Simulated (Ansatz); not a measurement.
# GaN: the cost of one run

Computed with Ansatz 0.2.0 (DFT r2SCAN, scalar-relativistic, plane waves, PAW, unless a step's input says otherwise).

The COD entry's cell or inner coordinates are ideal or old and differ from later refinements, so a difference from it is no clean test against experiment.

**1. Starting point**

The structure is hexagonal, space group P6_3mc (No. 186). Conventional cell: a = 3.180 Å, b = 3.180 Å, c = 5.166 Å, α = 90.00°, β = 90.00°, γ = 120.00°. Ga (site symmetry 3m) has 4 N at 1.94 to 1.95 Å in its first shell of neighbours. Around N (site symmetry 3m) lie 4 Ga at 1.94 to 1.95 Å.

Structure file:

```
CELL_PARAMETERS angstrom
3.18000 0.00000 0.00000
-1.59000 2.75396 0.00000
0.00000 0.00000 5.16600
ATOMIC_POSITIONS crystal
Ga 0.33333 0.66667 0.00000
Ga 0.66667 0.33333 0.50000
N 0.33333 0.66667 0.37500
N 0.66667 0.33333 0.87500
```

The cell is taken as given, not relaxed at this level.

**2. Zero of energy**

Reference values: F = -8352.7719 eV; pressure 1.08 GPa; largest force 0.142 eV/Å; gap on the mesh 2.38 eV. It was computed beforehand with the settings of the runs below.

**3. Normal modes**

input.yaml

```yaml
crystal:
  lattice:
    - [3.1799996605, 0.0, 0.0]
    - [-1.5899998303, 2.75396049, 0.0]
    - [0.0, 0.0, 5.166]
  atoms:
    - { symbol: Ga, position: [0.3333333333, 0.6666666667, 0.0] }
    - { symbol: Ga, position: [0.6666666667, 0.3333333333, 0.5] }
    - { symbol: "N", position: [0.3333333333, 0.6666666667, 0.375] }
    - { symbol: "N", position: [0.6666666667, 0.3333333333, 0.875] }
basis:
  ecutwfc: 500
kpoints:
  mp_grid: { grid: [12, 12, 6] }
hamiltonian:
  xc: r2scan
scf:
  occupations: { method: gaussian, width: 0.05 }
output:
  eigenvalues: true
phonons:
  method: fd
  supercell: [1, 1, 1]
  amplitude: 0.02
  eigenvectors: true
  dielectric: false
```

The run is started by

```sh
ansatz run input.yaml --threads 2 --pin off --max-ram 5120MiB --backend cpu --events-out ev --progress --plain --runs-dir out
```

Q: Estimate wall time and peak memory on 2 threads of AMD EPYC 9R45 (Zen 5), shared host.

About 42 s, with a peak of 0.87 GiB.
